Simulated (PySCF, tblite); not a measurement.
# C5H9B: geometry, infrared bands and NMR shifts

Wanted: the infrared bands and NMR shifts of C5H9B (`CCBC1=CC1`), by calculation.

Computed with tblite 0.8.0 and PySCF 2.14.0, with density-fitted response routines of our own, on a single molecule in the gas phase. Atoms are numbered from 0 throughout.

### 1 The starting structure

15 atoms, charge 0, multiplicity 1; geometry from: force field or distance geometry start.

Bonds of the start (Å): C0–C1 1.53, C1–B2 1.60, B2–C3 1.55, C3–C4 1.45, C4–C5 1.39, C5–C3 1.41, C0–H6 1.10, C0–H7 1.11, C0–H8 1.11, C1–H9 1.12, C1–H10 1.10, B2–H11 1.18, C4–H12 1.08, C5–H13 1.11, C5–H14 1.12.

### 2 Geometry optimisation with GFN2-xTB

The job: settings as JSON, then the geometry in Å.

```
{"job": {"kind": "relax", "xc": "GFN2-xTB", "basis": "xTB"}, "charge": 0, "multiplicity": 1}
C     -1.794000    -0.964500    -0.106300
C     -1.548100     0.534200     0.073800
B     -0.187700     0.980900    -0.636300
C      1.184700     0.452600    -0.162500
C      2.631300     0.401100    -0.247200
C      1.943900    -0.357900     0.698700
H     -0.984300    -1.558500     0.345300
H     -2.750300    -1.231200     0.396600
H     -1.880100    -1.212200    -1.184700
H     -1.472900     0.759300     1.171800
H     -2.394500     1.103700    -0.344900
H     -0.241200     1.772600    -1.514100
H      3.550800     0.724800    -0.713700
H      1.907000    -1.441400     0.464500
H      2.030900     0.044500     1.737100
```

On the command line:

```bash
$ OMP_NUM_THREADS=1 python probes_run.py task.json out
```

This one command runs all jobs of the session in turn.

**Question.** This job is followed by: GFN2-xTB harmonic vibrations, gas phase; GIAO PBE0/pcSseg-1 NMR shielding, non-relativistic, gas phase. Predict these results of the whole session: strongest single infrared mode (GFN2-xTB); zero-point energy (GFN2-xTB); 13C shifts against TMS (PBE0/pcSseg-1); 1H shifts against TMS (PBE0/pcSseg-1, means over atoms taken as alike); 11B shifts against BF3·OEt2 (PBE0/pcSseg-1); surface potential, 1st and 99th percentile.

As calculated:

| quantity | value |
| --- | --- |
| strongest single infrared mode (GFN2-xTB) | 2602 cm⁻¹, 154 km/mol |
| zero-point energy (GFN2-xTB) | 77.2 kcal/mol |
| 13C shifts against TMS (PBE0/pcSseg-1) | 144.4, 133.7, 27.5, 16.0, 13.1 ppm |
| 1H shifts against TMS (PBE0/pcSseg-1, means over atoms taken as alike) | 8.70, 7.93, 1.72, 1.52, 1.24 ppm |
| 11B shifts against BF3·OEt2 (PBE0/pcSseg-1) | 76.2 ppm |
| surface potential, 1st and 99th percentile | -0.54 V and 1.11 V |

Over 133 steps the energy fell by 1.190 eV; of the close pairs, C3–C4 changed most, 1.450 to 1.314 Å. No mode is imaginary among the 39: a minimum at this level. The strongest single mode, at 2602 cm⁻¹, moves mainly H11. Unscaled tight-binding wavenumbers are off by several per cent, some by more. Its intensities can rank the bands wrongly. At PBE0/pcSseg-1: Shielding is most anisotropic at C4 (span 299 ppm, paramagnetic term -218 ppm). At PBE0/pcSseg-1, counted by nearest atom on the grid, the HOMO lies on C3, C4 about 29 % each; H13, H14 about 10 % each, the LUMO on B2 38 %; C4 21 %.
